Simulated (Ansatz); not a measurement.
# C₂H₄SSi: geometry and vibrations

Aim: relax C₂H₄SSi from a cheap starting geometry, then compute its harmonic vibrations to see whether it is a minimum and to get the zero-point energy and entropy, and look at its orbitals and charge.

Computed with Ansatz 0.2.0, Gaussian basis. Level: RKS PBE0-D4/def2-TZVP.

Plan: relaxation at PBE-D4/def2-SVP; relaxation at PBE0-D4/def2-TZVP; harmonic vibrations at the same level; a single point in def2-TZVPP for the fields.

### Step 1. The starting structure

SMILES `C=C1[SiH2]S1`, 8 atoms, charge 0, spin multiplicity 1.

Atoms are counted from 1 here; the program's logs count them from 0.

Bond lengths: C1–C2 1.267 Å, C1–H5 1.146 Å, C1–H6 1.110 Å, C2–Si3 1.696 Å, C2–S4 1.654 Å, Si3–S4 2.329 Å, Si3–H7 1.543 Å, Si3–H8 1.438 Å. Angles: C2–C1–H5 121.2°, C2–C1–H6 126.8°, H5–C1–H6 111.9°, C1–C2–Si3 140.7°, C1–C2–S4 131.1°, Si3–C2–S4 88.1°, C2–Si3–S4 45.2°, C2–Si3–H7 119.1°, C2–Si3–H8 122.4°, S4–Si3–H7 100.7°, S4–Si3–H8 105.4°, H7–Si3–H8 113.9°, C2–S4–Si3 46.7°.

Coordinates:

```xyz
8
charge 0, multiplicity 1
C    -0.59320    1.33040   -0.23560
C    -0.15030    0.14420   -0.28600
Si    0.57460   -1.02960    0.70040
S     0.02050   -0.89950   -1.55830
H    -1.06740    1.82620   -1.15330
H    -0.64130    1.98460    0.65970
H     2.09880   -1.24930    0.60950
H    -0.14940   -2.16410    1.20770
```

The start is a force-field geometry with small random shifts, so a cheaper pass at PBE-D4/def2-SVP comes first.

### Step 2. Relaxation at PBE-D4/def2-SVP (cheap first pass)

Contents of in.yaml:

```yaml
crystal:
  periodic: [false, false, false]
  atoms:
    - {symbol: C, position_ang: [-0.593200, 1.330400, -0.235600]}
    - {symbol: C, position_ang: [-0.150300, 0.144200, -0.286000]}
    - {symbol: Si, position_ang: [0.574600, -1.029600, 0.700400]}
    - {symbol: S, position_ang: [0.020500, -0.899500, -1.558300]}
    - {symbol: H, position_ang: [-1.067400, 1.826200, -1.153300]}
    - {symbol: H, position_ang: [-0.641300, 1.984600, 0.659700]}
    - {symbol: H, position_ang: [2.098800, -1.249300, 0.609500]}
    - {symbol: H, position_ang: [-0.149400, -2.164100, 1.207700]}
basis:
  gaussian: {orbitals: def2-SVP}
hamiltonian: {xc: pbe, dispersion: d4}
relax: {f_tol: 0.03, max_steps: 200}
```

Command:

```console
ansatz run in.yaml --threads 2 --pin off --events-out ev --progress --plain --max-ram 4352MiB
```

What it wrote, cut to the lines that bear on the results:

```text
Functional definition: PBE
  name "PBE"
  cite "Perdew, Burke & Ernzerhof, Phys. Rev. Lett. 77, 3865 (1996) doi:10.1103/PhysRevLett.77.3865"
  parent pbe
[...]
949 factors; their error is unknown
[...]
mean field -20830.84914935 eV, -765.5195865819 hartree, gradient 1.4e-5 eV, S^2 0.000000; 0 other end points of the search recorded, 0 dependent functions left out
[...]
reference -20830.84917849 eV, -765.5195876527 hartree; 23, 23 occupied and 61, 61 virtual orbitals, 949 factors
relax step   1: F+E_penalty+E_count = -20831.05244945 eV  Δ(F+E_penalty+E_count) = +0.000e0 eV  max|allowed force component| = 6.778e0 eV/Å  Δτ_max = 0.0000 Å  (30 SCF iters, accepted)
[...]
relax step   7: F+E_penalty+E_count = -20832.30060958 eV  Δ(F+E_penalty+E_count) = -1.513e-4 eV  max|allowed force component| = 3.731e-2 eV/Å  Δτ_max = 0.0193 Å  (32 SCF iters, accepted)
[...]
relax step   8: F+E_penalty+E_count = -20832.30074318 eV  Δ(F+E_penalty+E_count) = -1.336e-4 eV  max|allowed force component| = 4.727e-3 eV/Å  Δτ_max = 0.0070 Å  (24 SCF iters, accepted)
949 factors; their error is unknown
mean field -20832.10489297 eV, -765.5657343089 hartree, gradient 8.6e-6 eV, S^2 0.000000; 1 other end points of the search recorded, 0 dependent functions left out
[...]
reference -20832.10492400 eV, -765.5657354492 hartree; 23, 23 occupied and 61, 61 virtual orbitals, 949 factors
Total energy: -20832.30077421 eV, -765.5729328115 hartree
Atom 0 at    -0.664556     1.457517    -0.253869 Å, force    -0.001830     0.004216     0.000858 eV/Å
Atom 1 at    -0.156440     0.215790    -0.294978 Å, force    -0.000075     0.000900    -0.000597 eV/Å
Atom 2 at     0.649215    -1.244233     0.458595 Å, force    -0.000082    -0.001177    -0.000960 eV/Å
Atom 3 at     0.027684    -1.030735    -1.594901 Å, force     0.000989    -0.001384     0.001186 eV/Å
Atom 4 at    -1.098110     1.943898    -1.143323 Å, force     0.001726    -0.001821     0.004727 eV/Å
Atom 5 at    -0.657383     2.025285     0.690009 Å, force     0.000054    -0.002204    -0.004508 eV/Å
Atom 6 at     2.117972    -1.243262     0.750407 Å, force    -0.001322     0.000361    -0.000058 eV/Å
Atom 7 at    -0.126082    -2.181360     1.332161 Å, force     0.000541     0.001110    -0.000650 eV/Å
Dipole moment:     0.085416    -0.023010     0.292286 e Å
```

Run time: 13 s. Hardware: 2 threads of Arm Neoverse V1, shared host.

Along the way:

```
step  energy from step 1 (eV)  largest force component (eV/Å)
   1                   0.0000                          6.7781
   2                  -0.8756                          2.3277
   3                  -1.1733                          1.3523
   4                  -1.2061                          0.6935
   5                  -1.2389                          0.4088
   6                  -1.2480                          0.0451
   7                  -1.2482                          0.0373
   8                  -1.2483                          0.0047
```

Close pairs (by a distance rule), those that changed most:

```
  bond  before (Å)  after (Å)  change (Å)
Si3–S4       2.329      2.156      -0.173
 C2–S4       1.654      1.810      +0.156
C2–Si3       1.696      1.830      +0.134
 C1–C2       1.267      1.342      +0.075
Si3–H8       1.438      1.497      +0.059
Si3–H7       1.543      1.497      -0.045
 C1–H5       1.146      1.103      -0.043
 C1–H6       1.110      1.102      -0.008
```

### Step 3. Optimising with PBE0-D4/def2-TZVP

Contents of in.yaml:

```yaml
crystal:
  periodic: [false, false, false]
  atoms:
    - {symbol: C, position_ang: [-0.664556, 1.457517, -0.253869]}
    - {symbol: C, position_ang: [-0.156440, 0.215790, -0.294978]}
    - {symbol: Si, position_ang: [0.649215, -1.244233, 0.458595]}
    - {symbol: S, position_ang: [0.027684, -1.030735, -1.594901]}
    - {symbol: H, position_ang: [-1.098110, 1.943898, -1.143323]}
    - {symbol: H, position_ang: [-0.657383, 2.025285, 0.690009]}
    - {symbol: H, position_ang: [2.117972, -1.243262, 0.750407]}
    - {symbol: H, position_ang: [-0.126082, -2.181360, 1.332161]}
basis:
  gaussian: {orbitals: def2-TZVP}
hamiltonian: {xc: pbe0, dispersion: d4}
relax: {f_tol: 0.005, max_steps: 150}
```

Launched as before.

What it wrote, cut to the lines that bear on the results:

```text
Functional definition: PBE0
  name "PBE0"
  cite "Adamo & Barone, J. Chem. Phys. 110, 6158 (1999) doi:10.1063/1.478522"
  cite "Perdew, Burke & Ernzerhof, Phys. Rev. Lett. 77, 3865 (1996) doi:10.1103/PhysRevLett.77.3865"
  parent pbe
[...]
1075 factors; their error is unknown
[...]
mean field -20842.80435755 eV, -765.9589323798 hartree, gradient 2.0e-5 eV, S^2 0.000000; 0 other end points of the search recorded, 0 dependent functions left out
[...]
reference -20842.80438792 eV, -765.9589334959 hartree; 23, 23 occupied and 137, 137 virtual orbitals, 1075 factors
relax step   1: F+E_penalty+E_count = -20842.96943666 eV  Δ(F+E_penalty+E_count) = +0.000e0 eV  max|allowed force component| = 8.276e-1 eV/Å  Δτ_max = 0.0000 Å  (29 SCF iters, accepted)
[...]
reference -20842.85481712 eV, -765.9607867348 hartree; 23, 23 occupied and 137, 137 virtual orbitals, 1075 factors
Total energy: -20843.02111525 eV, -765.9668980783 hartree
Atom 0 at    -0.656360     1.440297    -0.250526 Å, force    -0.001391    -0.000315     0.001089 eV/Å
Atom 1 at    -0.153273     0.217406    -0.280800 Å, force     0.000491     0.000212    -0.000040 eV/Å
Atom 2 at     0.641831    -1.235462     0.444404 Å, force    -0.000118     0.000781    -0.001445 eV/Å
Atom 3 at     0.028508    -1.014593    -1.566330 Å, force    -0.000062    -0.001074     0.000669 eV/Å
Atom 4 at    -1.082653     1.914146    -1.128578 Å, force     0.001223     0.000454    -0.000447 eV/Å
Atom 5 at    -0.653356     2.007012     0.673578 Å, force    -0.000535     0.000125     0.000050 eV/Å
Atom 6 at     2.090860    -1.230039     0.739435 Å, force     0.000901    -0.000235    -0.000139 eV/Å
Atom 7 at    -0.123257    -2.155867     1.312917 Å, force    -0.000510     0.000053     0.000263 eV/Å
Dipole moment:     0.083015    -0.011163     0.302665 e Å
```

Wall time 25 s (2 threads of Arm Neoverse V1, shared host).

Step by step:

```
step  energy from step 1 (eV)  largest force component (eV/Å)
   1                   0.0000                          0.8276
   2                  -0.0463                          0.3302
   3                  -0.0515                          0.0693
   4                  -0.0516                          0.0133
   5                  -0.0516                          0.0070
   6                  -0.0516                          0.0014
```

Distances of close pairs at the start and the end, largest changes first:

```
  bond  before (Å)  after (Å)  change (Å)
Si3–S4       2.156      2.114      -0.042
C2–Si3       1.830      1.808      -0.022
 C2–S4       1.810      1.790      -0.021
 C1–C2       1.342      1.323      -0.020
Si3–H7       1.497      1.479      -0.019
Si3–H8       1.497      1.479      -0.019
 C1–H5       1.103      1.085      -0.018
 C1–H6       1.102      1.084      -0.017
```

Mulliken charges at the end point, from the run's report:

```
atom  value (e)
  C1      -0.31
  C2      -0.05
 Si3       0.24
  S4      -0.17
  H5       0.14
  H6       0.14
  H7       0.00
  H8       0.00
```

### Step 4. Harmonic vibrations

Contents of in.yaml:

```yaml
crystal:
  periodic: [false, false, false]
  atoms:
    - {symbol: C, position_ang: [-0.656360, 1.440297, -0.250526]}
    - {symbol: C, position_ang: [-0.153273, 0.217406, -0.280800]}
    - {symbol: Si, position_ang: [0.641831, -1.235462, 0.444404]}
    - {symbol: S, position_ang: [0.028508, -1.014593, -1.566330]}
    - {symbol: H, position_ang: [-1.082653, 1.914146, -1.128578]}
    - {symbol: H, position_ang: [-0.653356, 2.007012, 0.673578]}
    - {symbol: H, position_ang: [2.090860, -1.230039, 0.739435]}
    - {symbol: H, position_ang: [-0.123257, -2.155867, 1.312917]}
basis:
  gaussian: {orbitals: def2-TZVP}
hamiltonian: {xc: pbe0, dispersion: d4}
phonons: {temperatures: {t_min: 298.15, t_max: 900, t_step: 200}}
```

Same command.

What it wrote, cut to the lines that bear on the results:

```text
Functional definition: PBE0
  name "PBE0"
  cite "Adamo & Barone, J. Chem. Phys. 110, 6158 (1999) doi:10.1063/1.478522"
  cite "Perdew, Burke & Ernzerhof, Phys. Rev. Lett. 77, 3865 (1996) doi:10.1103/PhysRevLett.77.3865"
  parent pbe
[...]
1075 factors; their error is unknown
[...]
mean field -20842.85478705 eV, -765.9607856298 hartree, gradient 1.9e-5 eV, S^2 0.000000; 0 other end points of the search recorded, 0 dependent functions left out
[...]
reference -20842.85481718 eV, -765.9607867369 hartree; 23, 23 occupied and 137, 137 virtual orbitals, 1075 factors
[...]
1075 factors; their error is unknown
mean field -20842.85470294 eV, -765.9607825388 hartree, gradient 2.3e-6 eV, S^2 0.000000; 0 other end points of the search recorded, 0 dependent functions left out
[...]
reference -20842.85473307 eV, -765.9607836459 hartree; 23, 23 occupied and 137, 137 virtual orbitals, 1075 factors
[...]
Atom 0 at    -0.656360     1.440297    -0.250526 Å, force    -0.001396    -0.000325     0.001057 eV/Å
Atom 1 at    -0.153273     0.217406    -0.280800 Å, force     0.000493     0.000214    -0.000036 eV/Å
Atom 2 at     0.641831    -1.235462     0.444404 Å, force    -0.000108     0.000792    -0.001448 eV/Å
Atom 3 at     0.028508    -1.014593    -1.566330 Å, force    -0.000065    -0.001070     0.000670 eV/Å
Atom 4 at    -1.082653     1.914146    -1.128578 Å, force     0.001233     0.000445    -0.000426 eV/Å
Atom 5 at    -0.653356     2.007012     0.673578 Å, force    -0.000535     0.000131     0.000058 eV/Å
Atom 6 at     2.090860    -1.230039     0.739435 Å, force     0.000893    -0.000235    -0.000141 eV/Å
Atom 7 at    -0.123257    -2.155867     1.312917 Å, force    -0.000515     0.000048     0.000266 eV/Å
Dipole moment:     0.083015    -0.011164     0.302665 e Å
Vibrations: 290.51 292.27 481.01 555.72 609.94 622.23 679.42 688.69 705.84 903.24 958.01 1063.12 1431.24 1713.58 2253.20 2270.19 3149.08 3236.34 cm⁻¹, zero-point energy 1.357851 eV
```

Wall time 2.2 min (2 threads of Arm Neoverse V1, shared host).

Motions are named by where the mode's potential energy lies. The modes, unscaled (a negative number is an imaginary wavenumber):

```
mode  cm⁻¹                          motion
   1   291                         torsion
   2   292                            bend
   3   481          bend with Si–S stretch
   4   556                            bend
   5   610                            bend
   6   622           bend with C–S stretch
   7   679              mixed, led by bend
   8   689                         torsion
   9   706          bend with Si–C stretch
  10   903  torsion with out-of-plane bend
  11   958                            bend
  12  1063                            bend
  13  1431                            bend
  14  1714                     C–C stretch
  15  2253                    Si–H stretch
  16  2270                    Si–H stretch
  17  3149                     C–H stretch
  18  3236                     C–H stretch
```

Ideal gas, rigid rotor and harmonic oscillator at 298.15 K and 1 bar, with symmetry number 1:

```
                term            value
   zero-point energy    31.3 kcal/mol
          H(298) − E    35.0 kcal/mol
entropy, translation  164.7 J/(mol K)
   entropy, rotation  107.6 J/(mol K)
  entropy, vibration   26.4 J/(mol K)
      entropy, total  298.7 J/(mol K)
```

### Step 5. Orbitals, density and potential

in.yaml: that of step 4 with these lines changed.

```diff
@@ -12,4 +12,4 @@
 basis:
-  gaussian: {orbitals: def2-TZVP}
+  gaussian: {orbitals: def2-TZVPP}
 hamiltonian: {xc: pbe0, dispersion: d4}
-phonons: {temperatures: {t_min: 298.15, t_max: 900, t_step: 200}}
+output: {orbitals: {seedname: orbitals}}
```

Same command.

What it wrote:

```text
Functional definition: PBE0
  name "PBE0"
  cite "Adamo & Barone, J. Chem. Phys. 110, 6158 (1999) doi:10.1063/1.478522"
  cite "Perdew, Burke & Ernzerhof, Phys. Rev. Lett. 77, 3865 (1996) doi:10.1103/PhysRevLett.77.3865"
  parent pbe
  parameter a = 0.25
  parameter kappa = 0.804
  parameter beta = 0.06672455060314922
  exchange = (1 - a)*pbe_x(kappa = kappa, mu = beta*pi^2/3) + a*exact_x
  correlation = pbe_c(beta = beta)
1202 factors; their error is unknown
mean field evaluation 1: about -20834.3544 eV, gradient 5.9e1 eV
mean field evaluation 2: about -20819.3421 eV, gradient 9.1e1 eV
mean field evaluation 4: about -20842.7983 eV, gradient 5.1e0 eV
mean field evaluation 8: about -20842.8564 eV, gradient 1.3e-1 eV
mean field evaluation 16: about -20842.8843 eV, gradient 8.5e-5 eV
mean field -20842.88432635 eV, -765.9618711790 hartree, gradient 8.5e-5 eV, S^2 0.000000; 0 other end points of the search recorded, 0 dependent functions left out
reference -20842.88435651 eV, -765.9618722873 hartree; 23, 23 occupied and 179, 179 virtual orbitals, 1202 factors
Total energy: -20843.05065463 eV, -765.9679836303 hartree
```

Run time: 3.4 s. Hardware: 2 threads of Arm Neoverse V1, shared host.

Orbitals, density, ELF and potential are computed afterwards from the orbital file.

Frontier orbitals at PBE0-D4/def2-TZVPP, with the share of their density that lies nearest to each atom:

```
orbital  energy (eV)                                    lies on
   HOMO        -6.62                  S4 52 %; C1 25 %; C2 12 %
   LUMO        -0.69  Si3 30 %; S4 22 %; H7, H8 about 20 % each
```

ELF in a plane through or near 6 of the atoms.

Ten even steps from '0' (0.00) to '9' (1.00):
```
0000000000000000000000000000
0000000000000000000000000000
0000000000000000000000000000
0000000000000000000000000000
0000000000000000036641000000
0000000000000000279995100000
0000000001123200389997200000
0000000222247620389995100000
0000001330139853467872000000
0000012316718944748575410000
0000002214517735875999962000
0000001343555665546999972000
0000001368873487201899951000
0000000257736557300156510000
0000000136714267410000000000
0000000014776687420000000000
0000000001467876210000000000
0000000000134542100000000000
0000000000001100000000000000
0000000000000000000000000000
```
The map spans 10.1 Å across and 8.8 Å up, centred on the molecule. Atoms in the plane (x, y in Å): C1 (1.6, 0.2), C2 (0.3, -0.2), Si3 (-1.5, 0.1), S4 (-0.5, -1.8), H5 (2.4, -0.5), H6 (1.8, 1.3).

On the surface of density 0.002 e/bohr³ the electrostatic potential runs, from the 1st to the 99th percentile, from -0.66 V near S4 to 1.55 V near Si3.

### Step 6. Results

| quantity | value |
| --- | --- |
| point group | Cs |
| steps | 8 + 6 |
| shift from the start (rms) | 0.152 Å |
| total energy | -20843.0211 eV |
| dispersion term | -166 meV |
| dipole moment | 1.51 D |
| lowest, highest wavenumber | 291, 3236 cm⁻¹ |
| zero-point energy | 31.3 kcal/mol |
| entropy at 298.15 K | 298.7 J/(mol K) |
| HOMO, LUMO | -6.62, -0.69 eV |

In words: The atoms moved 0.15 Å (rms) from the start; the bond that changed most is Si3–S4, from 2.329 to 2.114 Å. No mode is imaginary: a true minimum at this level. The stiffest mode, 3236 cm⁻¹, is a C–H stretch. Harmonic hybrid wavenumbers usually lie a few per cent above measured fundamentals. The largest Mulliken charge, -0.31 e, sits on C1. The HOMO lies mostly on S4 52 %; C1 25 % and the LUMO on Si3 30 %; S4 22 %.
